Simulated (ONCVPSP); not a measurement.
# Pseudopotential generation for copper: ONCV, PBEsol

Do these settings give a usable potential? It is generated, then checked for transferability, scattering, ghosts and hardness.

The numbers are computed with ONCVPSP 4.0.1.1 (patched build) (PBEsol, scalar-relativistic, spin-unpolarised reference atom).

## (1) Starting point

The settings as typed:

* element: copper (Cu, Z = 29)
* type: optimised norm-conserving Vanderbilt (ONCV)
* frozen core: [Ne]
* valence charge: 19
* reference configuration: 3s2 3p6 3d9 (charge +2)
* partial waves: 3s: rc 0.95 bohr, ncon 3, nbas 6, qcut 16.5 1/bohr, 2 projectors, debl 0.8 Ha; 3p: rc 0.75 bohr, ncon 4, nbas 7, qcut 10.6 1/bohr, 3 projectors, debl 3.3 Ha; 3d: rc 1.40 bohr, ncon 4, nbas 8, qcut 8.7 1/bohr, 2 projectors, debl 3.7 Ha
* local potential: polynomial inside 0.75 bohr (lpopt 3, dvloc0 4 Ha)
* core correction: not asked for

The outer shells as boxes (Hund's rule for the drawing; the calculation is spin-unpolarised):

```
[Ne] core
3s [↑↓]
3p [↑↓][↑↓][↑↓]
3d [↑↓][↑↓][↑↓][↑↓][↑ ]
```

The nodes and maxima of the atom's own shells, from an earlier all-electron run, set the scale for the radii.

All-electron outer shells of the reference configuration (PBEsol, scalar-relativistic, ld1.x):

```csv
shell,level (eV),outermost node (bohr),outermost maximum (bohr)
3s,-139.94,0.29,0.61
3p,-97.43,0.26,0.62
3d,-29.60,–,0.60
4s,-22.15,0.88,1.95
4p,-15.13,0.95,2.36
```

## (2) Generating the potential

File Cu.dat:

```
# ATOM AND REFERENCE CONFIGURATION
# atsym  z   nc   nv     iexc    psfile
  Cu 29.00    3    3  -116133      upf
#
#   n    l    f
    1    0    2.00
    2    0    2.00
    2    1    6.00
    3    0    2.00
    3    1    6.00
    3    2    9.00
#
# PSEUDOPOTENTIAL AND OPTIMIZATION
# lmax
    2
#
#   l,   rc,      ep,       ncon, nbas, qcut
    0    0.95    0.00    3    6   16.50
    1    0.75    0.00    4    7   10.60
    2    1.40    0.00    4    8    8.70
#
# LOCAL POTENTIAL
# lloc, lpopt,  rc(5),   dvloc0
    4    3    0.75    4.00
#
# VANDERBILT-KLEINMAN-BYLANDER PROJECTORs
# l, nproj, debl
    0    2    0.80
    1    3    3.30
    2    2    3.70
#
# MODEL CORE CHARGE
# icmod, fcfact, rcfact
    0    0.00    0.00
#
# LOG DERIVATIVE ANALYSIS
# epsh1, epsh2, depsh
   -7.00    5.00    0.04
#
# OUTPUT GRID
# rlmax, drl
    6.00    0.01
#
# TEST CONFIGURATIONS
# ncnf
    4
# nvcnf
#   n    l    f
    4
    3    0    2.00
    3    1    6.00
    3    2   10.00
    4    0    1.00
#
    3
    3    0    2.00
    3    1    6.00
    3    2   10.00
#
    3
    3    0    2.00
    3    1    6.00
    3    2    8.00
#
    4
    3    0    2.00
    3    1    6.00
    3    2   10.00
    4    0    0.50
#
```

The run is started by

```console
oncvpsp.x < Cu.dat > Cu.out
```

**Question.** What will these runs give? Wanted: cutoffs for 1 and 0.1 mHa per electron, occupied waves; bound ghosts; GHOST(+) flags; largest test error; largest phase difference near zero energy, channels read; projector energies reset by the program.

**Answer**, as computed:

```
                                                quantity                                            value
  cutoffs for 1 and 0.1 mHa per electron, occupied waves                                107 Ha and 242 Ha
                                            bound ghosts                                p at -27759.61 eV
                                          GHOST(+) flags                               none at low energy
                            largest test error (AE − PS)                        +101 meV, for 3s2 3p6 3d8
largest phase difference near zero energy, channels read                                        0.000 rad
                 projector energies reset by the program  s: -5.143, 0.250 Ha; p: -3.581, 0.250, 3.550 Ha
```

A bound ghost (p) makes it unfit for use: electrons can fall into a state that the atom doesn't have. By total energies transferability is fair for so large an energy: the largest error is 101 meV on 39.0 eV, for 3s2 3p6 3d8. It counts as very hard, with 107 Ha needed at the looser tolerance. At the looser tolerance the 3p wave is the slowest; 3s needs 75 Ha. Near zero energy the phases of the channels with partial waves agree within 0.001 rad.
